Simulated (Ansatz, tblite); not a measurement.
# Ga(PH3)H3 (GaPH6): one state, many levels

One table from this session's results is given with a row withheld; the runs are named, their logs left out.

Computed with Ansatz 0.2.0, Gaussian basis. Level: as each input shows.

Levels to be run: GFN1-xTB, GFN2-xTB, PBE-D4/def2-TZVP, r2SCAN-D4/def2-TZVP, ωB97M-V/def2-TZVP, HF/def2-TZVP, B2PLYP/def2-TZVP, LDA/def2-TZVP, CAM-B3LYP-D4/def2-TZVP, BLYP-D4/def2-TZVP, B97M-V/def2-TZVP, PBE-D4/def2-SVP, PBE0-D4/def2-SVP, HF/STO-3G, CCSD(T)/def2-TZVPP, MP2/def2-TZVP, RPA/def2-TZVP.

### The relaxed structure

The geometry is that of the singlet, from an earlier relaxation (PBE0-D4/def2-TZVP).

8 atoms, charge 0, spin multiplicity 1.

Bond lengths: Ga1–P2 2.523 Å, Ga1–H6 1.577 Å, Ga1–H7 1.576 Å, Ga1–H8 1.577 Å, P2–H3 1.410 Å, P2–H4 1.410 Å, P2–H5 1.410 Å. Angles: P2–Ga1–H6 96.6°, P2–Ga1–H7 97.2°, P2–Ga1–H8 96.4°, H6–Ga1–H7 118.7°, H6–Ga1–H8 118.6°, H7–Ga1–H8 118.7°, Ga1–P2–H3 119.4°, Ga1–P2–H4 118.8°, Ga1–P2–H5 119.4°, H3–P2–H4 98.2°, H3–P2–H5 98.2°, H4–P2–H5 98.2°.

PBE0-D4/def2-TZVP was run before; its log isn't repeated, and its numbers join the tables.

Set-up of the first run:

Tight binding, by tblite at 300 K electronic temperature and without a spin-polarisation term:

```python
tblite.interface.Calculator('GFN1-xTB', numbers, positions, charge=0, uhf=0).singlepoint()
```

Tight binding, by tblite at 300 K electronic temperature and without a spin-polarisation term:

```python
tblite.interface.Calculator('GFN2-xTB', numbers, positions, charge=0, uhf=0).singlepoint()
```

start.molden holds the orbitals of an earlier run on this state, given as this run's starting guess.

The input, in.yaml:

```yaml
crystal:
  periodic: [false, false, false]
  atoms:
    - {symbol: Ga, position_ang: [-0.005123, 0.010980, -1.450052]}
    - {symbol: P, position_ang: [0.001957, -0.003456, 1.072656]}
    - {symbol: H, position_ang: [0.693455, 1.008728, 1.769680]}
    - {symbol: H, position_ang: [0.546273, -1.117894, 1.743474]}
    - {symbol: H, position_ang: [-1.222254, 0.072172, 1.768408]}
    - {symbol: H, position_ang: [1.560545, -0.016768, -1.634468]}
    - {symbol: H, position_ang: [-0.765231, 1.379072, -1.637245]}
    - {symbol: H, position_ang: [-0.809632, -1.332834, -1.632453]}
basis:
  gaussian: {orbitals: def2-TZVP, initial_orbitals: start.molden}
hamiltonian: {xc: pbe, dispersion: d4}
scf: {omitted_lower_state_checks: [starts]}
output: {orbitals: {seedname: orbitals}}
```

Launch:

```sh
> ansatz run in.yaml --threads 4 --pin off --events-out ev --progress --plain --max-ram 3916MiB
```

Among the steps run: PBE-D4/def2-TZVP; r2SCAN-D4/def2-TZVP; ωB97M-V/def2-TZVP; HF/def2-TZVP; B2PLYP/def2-TZVP; LDA/def2-TZVP; CAM-B3LYP-D4/def2-TZVP; BLYP-D4/def2-TZVP; B97M-V/def2-TZVP; PBE-D4/def2-SVP; PBE0-D4/def2-SVP; HF/STO-3G; CCSD(T)/def2-TZVPP; MP2/def2-TZVP; RPA/def2-TZVP.

One table of the session follows, with a row left open; its other results are not shown here.

It belongs to the step «Binding energy». 

| method | binding an atom (eV) |
| --- | --- |
| HF/def2-TZVP | 1.790 |
| HF/def2-TZVPP | 1.794 |
| LDA/def2-TZVP | 2.747 |
| PBE-D4/def2-SVP | 2.407 |
| PBE-D4/def2-TZVP | 2.418 |
| BLYP-D4/def2-TZVP | 2.431 |
| r2SCAN-D4/def2-TZVP | 2.461 |
| B97M-V/def2-TZVP | 2.502 |
| PBE0-D4/def2-SVP | 2.406 |
| PBE0-D4/def2-TZVP | 2.417 |
| CAM-B3LYP-D4/def2-TZVP | 2.480 |
| ωB97M-V/def2-TZVP | 2.468 |
| MP2/def2-TZVP | 2.283 |
| CCSD/def2-TZVPP | 2.410 |
| CCSD(T)/def2-TZVPP | ? |

**Question.** Estimate the row for CCSD(T)/def2-TZVPP.

**Answer.** binding an atom (eV): 2.428. In the column «binding an atom (eV)» it lies between PBE-D4/def2-TZVP (2.418) and BLYP-D4/def2-TZVP (2.431).

PBE-D4/def2-TZVP (0.6 s, -0.010 eV); BLYP-D4/def2-TZVP (0.65 s, +0.003 eV).

Caveats from the session: Free atoms were run apart at each level; binding is atoms less cluster, divided by the number of atoms, without zero-point or spin-orbit terms.
